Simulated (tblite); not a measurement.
# C7H9FOSi: the cost of one run

Programs: tblite 0.8.0 and PySCF 2.14.0, with density-fitted response routines of our own. Each step states its level of theory. These are calculated values for one molecule, in the gas phase or a continuum, unless marked as measured. Atoms are numbered from 0 throughout.

## 1. The molecule as given

19 atoms, charge 0, multiplicity 1; geometry from: force field or distance geometry start.

Bonds of the start (Å): F0–C1 1.40, C1–Si2 1.85, Si2–O3 1.72, O3–C4 1.39, C4–C5 1.38, C5–C6 1.38, C6–C7 1.39, C7–C8 1.39, C8–C9 1.38, C9–C4 1.38, C1–H10 1.12, C1–H11 1.13, Si2–H12 1.47, Si2–H13 1.45, C5–H14 1.08, C6–H15 1.10, C7–H16 1.09, C8–H17 1.08, C9–H18 1.10.

## 2. Optimising the geometry with GFN2-xTB

The job: settings as JSON, then the geometry in Å.

```
{"job": {"kind": "relax", "xc": "GFN2-xTB", "basis": "xTB"}, "charge": 0, "multiplicity": 1}
F      4.206600     0.610800     0.826500
C      3.624800    -0.209900    -0.145700
Si     2.007300     0.462500    -0.751100
O      0.736900    -0.690200    -0.733500
C     -0.527200    -0.400500    -0.232300
C     -1.401100    -1.439000     0.043300
C     -2.666900    -1.191900     0.528200
C     -3.113500     0.102000     0.755800
C     -2.246100     1.153900     0.468200
C     -0.979400     0.886800    -0.017100
H      4.294800    -0.251500    -1.038000
H      3.531800    -1.274100     0.223500
H      2.174300     0.933900    -2.133900
H      1.703800     1.637300     0.041800
H     -1.032000    -2.435000    -0.128700
H     -3.300000    -2.066900     0.746400
H     -4.117800     0.275800     1.136100
H     -2.586500     2.168600     0.631800
H     -0.319500     1.736700    -0.228700
```

On the command line:

```console
> OMP_NUM_THREADS=1 python probes_run.py task.json out
```

This one command runs all jobs of the session in turn.

**Question.** How long does this first job take on 1 thread of Arm Neoverse V1, shared host, and how much memory does it need?

About 1.5 s, with a peak of 0.18 GiB.
